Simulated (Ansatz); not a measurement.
# Tl3Zn: the cost of one run

All numbers are computed with the Python package of Ansatz 0.2.0. Level of theory: DFT PBEsol, plane waves, PAW.

**1. Starting point**

Symmetry: Fm-3m, No. 225, cubic system. Conventional cell: a = 7.662 Å, b = 7.662 Å, c = 7.662 Å, α = 90.00°, β = 90.00°, γ = 90.00°. Zn (site symmetry m-3m) has 8 Tl at 3.32 Å as nearest neighbours. Tl (site symmetry m-3m) has 8 Tl at 3.32 Å as nearest neighbours. Tl (site symmetry -43m) has 4 Zn at 3.32 Å and 4 Tl at 3.32 Å as nearest neighbours.

The script holds or builds the structure itself.

**2. The script**

Input file ecut_tl3zn.py:

```python
"""Convergence of Tl3Zn with the plane-wave cutoff."""

import warnings

import ansatz
import matplotlib.pyplot as plt

K_SPACING = 0.26
FUNCTIONAL = "pbesol"
WIDTH_EV = 0.15

warnings.simplefilter("ignore", ansatz.DeckWarning)

cell = (
    ansatz.Lattice.of((0.0, 3.831126, 3.831126), (3.831126, 0.0, 3.831126), (3.831126, 3.831126, 0.0))
    .atom("Zn", (0.0, 0.0, 0.0))
    .atom("Tl", (0.5, 0.5, 0.5))
    .atom("Tl", (0.25, 0.25, 0.25))
    .atom("Tl", (0.75, 0.75, 0.75))
)

calculation = cell.calculation()
calculation = calculation.kpoints(spacing=K_SPACING)
calculation = calculation.functional(FUNCTIONAL)
calculation = calculation.occupations(ansatz.OccupationsMethod.COLD, width=WIDTH_EV)
calculation = calculation.forces()
calculation = calculation.stress()

rows = []
for value in [300, 400, 500, 600, 700, 800]:
    r = calculation.basis(value).run(threads=1).report
    rows.append((value, r["free_energy_ev"] / len(r["lattice"]["sites"]), r["n_iterations"], sum(r["stress_gpa"][i][i] for i in range(3)) / 3, max(abs(f) for row in r["forces_ev_ang"] for f in row), r["n_pw"]))

print(" cutoff (eV)   F/atom (eV)    iterations       P (GPa)  max component (eV/A)   plane waves")
for row in rows:
    print(f"{str(row[0]):>12s}  {row[1]:12.5f}  {row[2]:12d}  {row[3]:12.3f}  {row[4]:20.4f}  {row[5]:12d}")

# the last row is the reference
for row in rows[:-1]:
    shift = 1000 * (row[1] - rows[-1][1])
    print(f"{row[0]}: {shift:+.2f} meV/atom" + ("  (within 2 meV)" if abs(shift) < 2 else ""))
plt.figure(figsize=(4.5, 3))
plt.plot([str(row[0]) for row in rows], [1000 * (row[1] - rows[-1][1]) for row in rows], "o-")
plt.xlabel("cutoff (eV)")
plt.ylabel("F - F(last) (meV/atom)")
plt.tight_layout()
plt.savefig("ecut.png", dpi=100)
```

**3. Launch**

On the command line:

```sh
$ python ecut_tl3zn.py
```

**Question.** How long does this script take on 1 thread of Arm Neoverse V1, shared host, and how much memory does it need?

About 29 s, with a peak of 0.62 GiB.
